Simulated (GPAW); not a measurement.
Here is a GPAW 26.7.0 calculation.

Contents of run.py:

```python
from ase.dft.bandgap import bandgap
from ase.io import read, write
from ase.units import GPa
from gpaw import GPAW, PW

atoms = read('NbSi.xyz')

calc = GPAW(mode=PW(600),
            xc='revPBE',
            kpts={'size': (8, 8, 8), 'gamma': True},
            occupations={'name': 'fermi-dirac', 'width': 0.05},
            nbands=19,
            convergence={'density': 1e-05, 'energy': 1e-05},
            maxiter=150,
            txt='gpaw.txt')
atoms.calc = calc
energy = atoms.get_potential_energy()
forces = atoms.get_forces()
stress = atoms.get_stress()
calc.write('gs.gpw')
write('result.traj', atoms)
print(f'Energy: {energy:.6f} eV')
print('Forces (eV/A):')
print(forces.round(4))
print('Stress (GPa):', (stress / GPa).round(3))
print('Fermi level:', round(calc.get_fermi_level(), 4), 'eV')
print(f'Gap: {bandgap(calc)[0]:.4f} eV, direct: {bandgap(calc, direct=True)[0]:.4f} eV')

path = atoms.cell.bandpath('GXMGRX,MR', npoints=80, eps=1e-4)
bs_calc = calc.fixed_density(kpts=path, symmetry='off', nbands=29,
                             convergence={'bands': 'CBM+6.0', 'eigenstates': 1e-6}, txt='bands.txt')
bs = bs_calc.band_structure()
bs.write('bs.json')
print(f'Gap on the path: {bandgap(bs_calc)[0]:.4f} eV')
```

The input NbSi.xyz:

```xyz
2
Lattice="3.1564400000 0.0000000000 0.0000000000 0.0000000000 3.1564400000 0.0000000000 0.0000000000 0.0000000000 3.1564400000" Properties=species:S:1:pos:R:3 pbc="T T T"
Nb     0.0000000000      0.0000000000      0.0000000000
Si     1.5782200000      1.5782200000      1.5782200000
```

Potentials or basis: the program's PAW data sets (release 1.2.1) made for this functional, pw.

Launch:

```bash
$ OMP_NUM_THREADS=1 python run.py
```

Q: Estimate the band gap along the path.

A: None (metal or under the smearing width).

Q: Estimate the pressure.

A: 1.6 GPa.

Levels at the corners of the path, in eV from the Fermi level:
```
point  band 4  band 5  band 6  band 7  band 8  band 9  band 10  band 11  band 12  band 13
    Γ  -30.60  -11.06   -2.64   -2.64    2.27    2.27     2.27     2.48     2.48     2.48
    X  -30.56   -8.00   -6.28   -1.48   -1.06   -1.06     2.74     4.19     5.39     8.77
    M  -30.52   -7.98   -2.91   -2.91   -2.16    0.33     0.33     4.16     4.60     4.73
    Γ  -30.60  -11.06   -2.64   -2.64    2.27    2.27     2.27     2.48     2.48     2.48
    R  -30.90   -5.08   -5.08   -5.08   -3.88    3.84     3.84     3.84     4.30     4.30
    X  -30.56   -8.00   -6.28   -1.48   -1.06   -1.06     2.74     4.19     5.39     8.77
    M  -30.52   -7.98   -2.91   -2.91   -2.16    0.33     0.33     4.16     4.60     4.73
    R  -30.90   -5.08   -5.08   -5.08   -3.88    3.84     3.84     3.84     4.30     4.30
```
